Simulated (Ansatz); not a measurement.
# C₂H₁₀OSi₃: how energies converge with the basis set

How large a basis does C₂H₁₀OSi₃ need? Two functionals are run in growing sets.

Program: Ansatz 0.2.0, Gaussian basis. Level of theory: one geometry, several basis sets. These are calculated values, not measurements.

Plan: PBE0-D4/def2-SVP; ωB97M-V/def2-SVP; PBE0-D4/def2-QZVPP; ωB97M-V/def2-QZVPP; the functionals' def2-TZVPP values are taken from earlier runs.

### 1 Structure used throughout

The geometry comes from an earlier relaxation with PBE0-D4 in a triple-zeta def2 set; it is a stationary point, not always the lowest conformer.

16 atoms, charge 0, spin multiplicity 1.

Atoms are counted from 1 here; the program's logs count them from 0.

Bond lengths: C1–C2 1.331 Å, C1–H7 1.086 Å, C1–H8 1.086 Å, C2–Si3 1.861 Å, C2–H9 1.090 Å, Si3–O4 1.660 Å, Si3–Si5 2.343 Å, Si3–Si6 2.352 Å, O4–H10 0.959 Å, Si5–H11 1.488 Å, Si5–H12 1.490 Å, Si5–H13 1.488 Å, Si6–H14 1.489 Å, Si6–H15 1.488 Å, Si6–H16 1.492 Å. Angles: C2–C1–H7 122.3°, C2–C1–H8 121.5°, H7–C1–H8 116.3°, C1–C2–Si3 123.0°, C1–C2–H9 118.5°, Si3–C2–H9 118.5°, C2–Si3–O4 110.8°, C2–Si3–Si5 109.9°, C2–Si3–Si6 108.0°, O4–Si3–Si5 106.5°, O4–Si3–Si6 111.5°, Si5–Si3–Si6 110.2°, Si3–O4–H10 117.0°, Si3–Si5–H11 111.1°, Si3–Si5–H12 108.5°, Si3–Si5–H13 111.2°, H11–Si5–H12 108.6°, H11–Si5–H13 109.1° and more.

### 2 PBE0-D4 in def2-SVP

in.yaml reads:

```yaml
crystal:
  periodic: [false, false, false]
  atoms:
    - {symbol: C, position_ang: [0.495946, -2.542085, -0.622679]}
    - {symbol: C, position_ang: [0.775477, -1.395749, -0.006592]}
    - {symbol: Si, position_ang: [-0.296550, 0.119428, -0.147561]}
    - {symbol: O, position_ang: [-1.669544, -0.210354, -1.020345]}
    - {symbol: Si, position_ang: [0.846166, 1.800962, -1.311732]}
    - {symbol: Si, position_ang: [-0.814016, 0.847555, 2.028699]}
    - {symbol: H, position_ang: [1.128526, -3.420184, -0.528295]}
    - {symbol: H, position_ang: [-0.379010, -2.645770, -1.258374]}
    - {symbol: H, position_ang: [1.671916, -1.342937, 0.610783]}
    - {symbol: H, position_ang: [-2.338787, -0.747819, -0.592988]}
    - {symbol: H, position_ang: [1.140556, 1.380262, -2.708170]}
    - {symbol: H, position_ang: [2.135275, 2.066428, -0.613664]}
    - {symbol: H, position_ang: [0.060417, 3.064046, -1.339130]}
    - {symbol: H, position_ang: [0.428799, 0.942610, 2.843969]}
    - {symbol: H, position_ang: [-1.473812, 2.181670, 2.017999]}
    - {symbol: H, position_ang: [-1.734159, -0.120662, 2.692379]}
basis:
  gaussian: {orbitals: def2-SVP}
hamiltonian: {xc: pbe0, dispersion: d4}
output: {orbitals: {seedname: orbitals}}
```

The runs that follow: ωB97M-V in def2-SVP; PBE0-D4 in def2-QZVPP; ωB97M-V in def2-QZVPP.

**Question.** What will the summary of the whole plan be? Wanted: PBE0-D4: double and triple zeta above quadruple; ωB97M-V: double and triple zeta above quadruple.

As calculated:

| quantity | value |
| --- | --- |
| PBE0-D4: double and triple zeta above quadruple | 14.41, 1.04 eV |
| ωB97M-V: double and triple zeta above quadruple | 14.62, 0.98 eV |

In words: For PBE0-D4 the step from double to triple zeta gains 13.38 eV and the next only 1.04 eV. These are total energies; as a rule much of such shifts cancels in differences, which this series doesn't test. The LUMO of ωB97M-V is positive and keeps falling with the basis (1.39 to 0.84 eV): an unbound level that the basis holds in place.
